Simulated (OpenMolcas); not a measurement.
# InSiNH6 (SMILES N[SiH2][InH2]) at 6 levels

Aim: a comparison of 6 runs (HF/STO-3G, B2PLYP/def2-SVP, BHLYP/def2-SVP, M06-2X/def2-SVP, PBE0/def2-SVP, SVWN5/def2-SVP) of InSiNH6. 

The results are computed with OpenMolcas 26.06.

**1. The system as given**

InSiNH6: 9 atoms, total charge 0, spin state singlet. As SMILES, `N[SiH2][InH2]`. One bond was lengthened or shortened from a relaxed shape.

Bond lengths: N1–Si2 1.988 Å, Si2–In3 2.572 Å, N1–H4 1.007 Å, N1–H5 1.008 Å, Si2–H6 1.491 Å, Si2–H7 1.501 Å, In3–H8 1.735 Å, In3–H9 1.730 Å. Some angles: N1–Si2–In3 109.0°, N1–Si2–H6 107.5°, N1–Si2–H7 115.0°, In3–Si2–H6 111.6°, In3–Si2–H7 108.8°, Si2–N1–H4 119.3°, Si2–N1–H5 120.1°, Si2–In3–H8 120.6°, Si2–In3–H9 122.7°, H6–Si2–H7 104.9°.

**2. A single-point energy at HF/STO-3G (run 1)**

Contents of test.inp:

```
&GATEWAY
  BasLib=$CurrDir
  Coord
  9
  angstrom
  N       -1.081293       0.568510      -1.511553
  Si       0.373800       0.744000      -0.168700
  In       0.267200      -1.255400       1.446100
  H       -1.285393      -0.337090      -1.901753
  H       -1.225493       1.293110      -2.197653
  H        0.170000       2.036500       0.545200
  H        1.758900       0.832100      -0.740700
  H       -0.551200      -2.716800       0.991900
  H        1.004100      -1.233700       3.011600
  Basis=STO-3G
  Group=NoSym

&SEWARD

&SCF
  Thresholds=1e-10 1e-07 1e-07 1e-05
  PrOrbitals=1
```

The basis set STO-3G is read from a file made from the Basis Set Exchange's data (not shown).

Started as:

```console
export MOLCAS_MEM=1860
pymolcas test.inp > test.log
```

Output:

```text
--- Start Module: gateway ---
[...]
--- Stop Module: gateway /rc=_RC_ALL_IS_WELL_ ---
--- Start Module: seward ---
[...]
      Basis functions           47
--- Stop Module: seward /rc=_RC_ALL_IS_WELL_ ---
--- Start Module: scf ---
[...]
       Convergence after  11 Iterations
[...]
::    Total SCF energy                              -6025.6817065756
[...]
      Total spin, S                                     0.0000000000
[...]
      Total electronic charge=   76.000000
      Total            charge=   -0.000000
[...]
      Dipole Moment (debye):
      Origin of the operator (angstrom)=    0.1589   -0.7095    0.8592
                   X=  1.0153E+00               Y= -3.7826E-01               Z= -3.9201E-04           Total=  1.0835E+00
      Quadrupole Moment (debye*angstrom):
[...]
--- Stop Module: scf /rc=_RC_ALL_IS_WELL_ ---
[...]
```

Run time: 1.4 s. Hardware: 1 thread of Intel Xeon 6975P-C (Granite Rapids), shared host; peak memory 0.38 GiB.

**3. A single-point energy at B2PLYP/def2-SVP (core potential) (run 2)**

Contents of test.input:

```
* H6InNSi Kohn-Sham DFT
>>> EXPORT MOLCAS_PRINT=2
&GATEWAY
BasLib=$CurrDir
Coord
9
bohr
N     -2.04334763     1.07432820    -2.85642119
Si     0.70637963     1.40595624    -0.31879680
In     0.50493482    -2.37236218     2.73273295
H     -2.42904073    -0.63700778    -3.59379233
H     -2.31584614     2.44362375    -4.15296229
H      0.32125344     3.84842725     1.03027868
H      3.32383928     1.57244111    -1.39972014
H     -1.04161704    -5.13400794     1.87441934
H      1.89747400    -2.33135512     5.69109920
Basis=def2-SVP
Group=NoSym
&SEWARD
GridInput
Grid=UltraFine
End of Grid
&SCF
KSDFT=B2PLYP_SCF
Thresholds=1e-10 1e-07 1e-07 1e-05
PrOrbitals=0
&MBPT2
Frozen=10
```

The basis set def2-SVP is read from a file made from the Basis Set Exchange's data (not shown).

Started as:

```console
export MOLCAS_MEM=1860
pymolcas test.input > test.log
```

Output:

```text
--- Start Module: gateway ---
[...]
--- Stop Module: gateway /rc=_RC_ALL_IS_WELL_ ---
[...]
      Basis functions           88
[...]
--- Start Module: scf ---
[...]
       Convergence after  13 Iterations
[...]
::    Total KS-DFT energy                            -537.2178311377
[...]
      Total spin, S                                     0.0000000000
[...]
      Total electronic charge=   48.000000
      Total            charge=   -0.000000
[...]
      Dipole Moment (debye):
      Origin of the operator (angstrom)=    0.1589   -0.7095    0.8592
                   X=  4.5026E-01               Y= -6.5413E-02               Z= -5.7807E-01           Total=  7.3565E-01
      Quadrupole Moment (debye*angstrom):
[...]
--- Stop Module: scf /rc=_RC_ALL_IS_WELL_ ---
[...]
--- Start Module: mbpt2 ---
[...]
 ###    WARNING: MP2 implementation intended for RHF references only         ###
 ###############################################################################
MBPT2 WARNING: Reference function according to RunFile:KS-DFT
I'll assume you know what you're doing and continue
WARNING!
Default frozen orbitals as non valence orbitals is overwritten by user input.
Default values:   3
[...]
       Reference weight ( Cref**2 )         =        0.81261
::    Total MBPT2 energy                             -537.6736764879
[...]
      Total MBPT2 calculations                           0.21      0.24
--- Stop Module: mbpt2 /rc=_RC_ALL_IS_WELL_ ---
[...]
```

It took 15 s on 1 thread of Intel Xeon 6975P-C (Granite Rapids), shared host; peak memory 0.48 GiB.

Runs 3 to 4 aren't shown in full; the table further down has their settings and results.

**4. The energy at PBE0/def2-SVP (core potential) (run 5)**

test.inp: that of step 2 with these lines changed.

```diff
@@ -1,4 +1,4 @@
 &GATEWAY
-  BasLib=$CurrDir
-  Coord
+  BASLIB = $CurrDir
+  COORD
   9
@@ -14,9 +14,13 @@
   H        1.004100      -1.233700       3.011600
-  Basis=STO-3G
-  Group=NoSym
+  BASIS = def2-SVP
+  GROUP = NoSym
 
 &SEWARD
+  GRIDINPUT
+  Grid=UltraFine
+  End of Grid
 
 &SCF
-  Thresholds=1e-10 1e-07 1e-07 1e-05
-  PrOrbitals=1
+  KSDFT = PBE0
+  THRESHOLDS = 1e-10 1e-07 1e-07 1e-05
+  PRORBITALS = 1 2
```

The basis set def2-SVP is read from a file made from the Basis Set Exchange's data (not shown).

Started as:

```console
export MOLCAS_MEM=1860
pymolcas test.inp > test.log
```

Output:

```text
--- Start Module: gateway ---
[...]
--- Stop Module: gateway /rc=_RC_ALL_IS_WELL_ ---
--- Start Module: seward ---
[...]
      Basis functions           88
--- Stop Module: seward /rc=_RC_ALL_IS_WELL_ ---
[...]
--- Start Module: scf ---
[...]
       Convergence after  16 Iterations
[...]
::    Total KS-DFT energy                            -537.6236224622
[...]
      Total spin, S                                     0.0000000000
[...]
      Total electronic charge=   48.000000
      Total            charge=   -0.000000
[...]
      Dipole Moment (debye):
      Origin of the operator (angstrom)=    0.1589   -0.7095    0.8592
                   X=  3.5704E-01               Y= -8.9150E-02               Z= -6.1901E-01           Total=  7.2014E-01
      Quadrupole Moment (debye*angstrom):
[...]
--- Stop Module: scf /rc=_RC_ALL_IS_WELL_ ---
[...]
```

Wall time 18 s (1 thread of Intel Xeon 6975P-C (Granite Rapids), shared host); peak memory 0.48 GiB.

**5. The energy at SVWN5/def2-SVP (core potential) (run 6)**

Contents of run.input:

```
&GATEWAY
  BasLib = $CurrDir
  BasisSet
  N.def2-SVP....
  N1 -1.081293 0.568510 -1.511553 angstrom
  End of Basis
  BasisSet
  Si.def2-SVP....
  Si2 0.373800 0.744000 -0.168700 angstrom
  End of Basis
  BasisSet
  In.def2-SVP....
  In3 0.267200 -1.255400 1.446100 angstrom
  End of Basis
  BasisSet
  H.def2-SVP....
  H4 -1.285393 -0.337090 -1.901753 angstrom
  H5 -1.225493 1.293110 -2.197653 angstrom
  H6 0.170000 2.036500 0.545200 angstrom
  H7 1.758900 0.832100 -0.740700 angstrom
  H8 -0.551200 -2.716800 0.991900 angstrom
  H9 1.004100 -1.233700 3.011600 angstrom
  End of Basis

&SEWARD
  GridInput
  Grid=UltraFine
  End of Grid

&SCF
  KSDFT = SVWN5
  Thresholds = 1e-10 1e-07 1e-07 1e-05
  PrOrbitals = 1
```

The basis set def2-SVP is read from a file made from the Basis Set Exchange's data (not shown).

Started as:

```console
export MOLCAS_MEM=1860
pymolcas run.input > run.log
```

Output:

```text
--- Start Module: gateway ---
[...]
--- Stop Module: gateway /rc=_RC_ALL_IS_WELL_ ---
--- Start Module: seward ---
[...]
      Basis functions           88
--- Stop Module: seward /rc=_RC_ALL_IS_WELL_ ---
[...]
--- Start Module: scf ---
[...]
       Convergence after  19 Iterations
[...]
::    Total KS-DFT energy                            -535.8423795516
[...]
      Total spin, S                                     0.0000000000
[...]
      Total electronic charge=   48.000000
      Total            charge=   -0.000000
[...]
      Dipole Moment (debye):
      Origin of the operator (angstrom)=    0.1589   -0.7095    0.8592
                   X=  2.4265E-01               Y= -4.4324E-02               Z= -7.7407E-01           Total=  8.1242E-01
      Quadrupole Moment (debye*angstrom):
[...]
--- Stop Module: scf /rc=_RC_ALL_IS_WELL_ ---
[...]
```

It took 13 s on 1 thread of Intel Xeon 6975P-C (Granite Rapids), shared host; peak memory 0.48 GiB.

**6. Overview of the runs**

| run | level | frozen core orbitals | integration grid | energy (Eh) | dipole moment (D) | HOMO energy (eV) | LUMO energy (eV) | wall time |
| --- | --- | --- | --- | --- | --- | --- | --- | --- |
| 1 | HF/STO-3G | – | – | -6025.681707 | 1.08 | -7.15 | 5.40 | 1.4 s |
| 2 | B2PLYP/def2-SVP (core potential) | 10 | UltraFine | -537.340909 | 0.74 | -7.84 | -1.10 | 15 s |
| 3 | BHLYP/def2-SVP (core potential) | – | UltraFine | -537.696380 | 0.73 | -7.88 | -1.35 | 15 s |
| 4 | M06-2X/def2-SVP (core potential) | – | UltraFine | -537.686802 | 0.69 | -7.89 | -1.52 | 20 s |
| 5 | PBE0/def2-SVP (core potential) | – | UltraFine | -537.623622 | 0.72 | -6.55 | -2.03 | 18 s |
| 6 | SVWN5/def2-SVP (core potential) | – | UltraFine | -535.842380 | 0.81 | -5.17 | -2.97 | 13 s |

**7. Summary of results**

| quantity | value |
| --- | --- |
| run 6: total energy | -535.84238 Eh |
| run 6: dipole moment | 0.81 D |
| run 6: HOMO energy | -5.17 eV |
| run 6: LUMO energy | -2.97 eV |
| run 6: HOMO–LUMO gap | 2.20 eV |

**Reading.** The dipole moment (its size) runs from 0.69 D (M06-2X/def2-SVP) to 1.08 D (HF/STO-3G). The two ends differ in method and basis and core potential. The HOMO–LUMO gap runs from 2.20 eV (SVWN5/def2-SVP) to 12.55 eV (HF/STO-3G). For B2PLYP the log adds the whole second-order term; the table takes 0.27 of it, as the functional is defined. Totals of different functionals can't be ranked against each other. Some runs of one species differ in core potentials or relativity; totals across that change don't compare. In run 1 the basis is minimal, so the values are rough. In run 1 relativity is left out where basis or elements ask for it. All runs together took 83 s, the longest 20 s.
